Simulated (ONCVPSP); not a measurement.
# An ONCV potential for copper, from input to tests

Task: generate the file, and judge it by its errors in other configurations, its logarithmic derivatives, its ghosts and its cutoff.

Method: ONCVPSP 4.0.1.1 (patched build), PBEsol, scalar-relativistic.

### Step 1. The design

Typed settings, in words:

```json
{
  "element": "copper (Cu, Z = 29)",
  "type": "optimised norm-conserving Vanderbilt (ONCV)",
  "frozen core": "[Ne]",
  "valence charge": "19",
  "reference configuration": "3s2 3p6 3d10 4s1",
  "partial waves": "3s+4s: rc 1.64 bohr, ncon 4, nbas 8, qcut 7 1/bohr, 2 projectors; 3p: rc 1.00 bohr, ncon 3, nbas 7, qcut 9.5 1/bohr, 2 projectors, debl 3 Ha; 3d: rc 1.76 bohr, ncon 4, nbas 9, qcut 11.5 1/bohr, 2 projectors, debl 2.6 Ha",
  "local potential": "polynomial inside 0.62 bohr (lpopt 5, dvloc0 4 Ha)",
  "core correction": "polynomial model core, fcfact 0.55"
}
```

The outer shells as boxes (Hund's rule for the drawing; the calculation is spin-unpolarised):

```
[Ne] core
3s [↑↓]
3p [↑↓][↑↓][↑↓]
3d [↑↓][↑↓][↑↓][↑↓][↑↓]
4s [↑ ]
```

An earlier all-electron run gives the scale for the radii.

All-electron outer shells of the reference configuration (PBEsol, scalar-relativistic, ld1.x):

| shell | level (eV) | outermost node (bohr) | outermost maximum (bohr) |
| --- | --- | --- | --- |
| 2p | -916.42 | – | 0.16 |
| 3s | -114.40 | 0.29 | 0.61 |
| 3p | -72.00 | 0.26 | 0.62 |
| 3d | -5.06 | – | 0.60 |
| 4s | -4.61 | 0.89 | 2.27 |
| 4p | -0.64 | 0.98 | 3.56 |

### Step 2. Generation

The input, Cu.dat:

```
# ATOM AND REFERENCE CONFIGURATION
# atsym  z   nc   nv     iexc    psfile
  Cu 29.00    3    4  -116133      upf
#
#   n    l    f
    1    0    2.00
    2    0    2.00
    2    1    6.00
    3    0    2.00
    3    1    6.00
    3    2   10.00
    4    0    1.00
#
# PSEUDOPOTENTIAL AND OPTIMIZATION
# lmax
    2
#
#   l,   rc,      ep,       ncon, nbas, qcut
    0    1.64    0.00    4    8    7.00
    1    1.00    0.00    3    7    9.50
    2    1.76    0.00    4    9   11.50
#
# LOCAL POTENTIAL
# lloc, lpopt,  rc(5),   dvloc0
    4    5    0.62    4.00
#
# VANDERBILT-KLEINMAN-BYLANDER PROJECTORs
# l, nproj, debl
    0    2    3.60
    1    2    3.00
    2    2    2.60
#
# MODEL CORE CHARGE
# icmod, fcfact, rcfact
    1    0.55    0.00
#
# LOG DERIVATIVE ANALYSIS
# epsh1, epsh2, depsh
   -6.00    5.00    0.04
#
# OUTPUT GRID
# rlmax, drl
    6.00    0.01
#
# TEST CONFIGURATIONS
# ncnf
    4
# nvcnf
#   n    l    f
    4
    3    0    2.00
    3    1    6.00
    3    2   10.00
    4    0    0.00
#
    4
    3    0    2.00
    3    1    6.00
    3    2    9.00
    4    0    0.00
#
    4
    3    0    2.00
    3    1    6.00
    3    2    8.00
    4    0    0.00
#
    4
    3    0    2.00
    3    1    5.00
    3    2   10.00
    4    0    1.00
#
```

Command:

```bash
$ oncvpsp.x < Cu.dat > Cu.out
```

**Question.** What will these runs give? Wanted: cutoffs for 1 and 0.1 mHa per electron, occupied waves; bound ghosts; GHOST(+) flags; largest test error; largest phase difference near zero energy, channels read; rms error of d²Exc/dn², without and with the model core.

The runs gave:

| quantity | value |
| --- | --- |
| cutoffs for 1 and 0.1 mHa per electron, occupied waves | 46 Ha and 65 Ha |
| bound ghosts | none found |
| GHOST(+) flags | none at low energy |
| largest test error (AE − PS) | -217 meV, for 3s2 3p5 3d10 4s1 (1 test unsolved) |
| largest phase difference near zero energy, channels read | 0.000 rad |
| rms error of d²Exc/dn², without and with the model core | 4.38 and 1.17 mHa |

**Reading.** The worst unpolarised test, 3s2 3p5 3d10 4s1, is off by 217 meV on 79.4 eV; by total energies transferability rates as fair for so large an energy. That test lies far up in energy; among those under 40 eV, nearer to bonding, the largest error is 7.7 meV. Of the tests 1 gave no usable energy difference, which is a warning in itself. It counts as hard, with 46 Ha needed at the looser tolerance. It is free of bound ghosts as far as tested. Near zero energy the phases of the channels with partial waves agree within 0.001 rad.
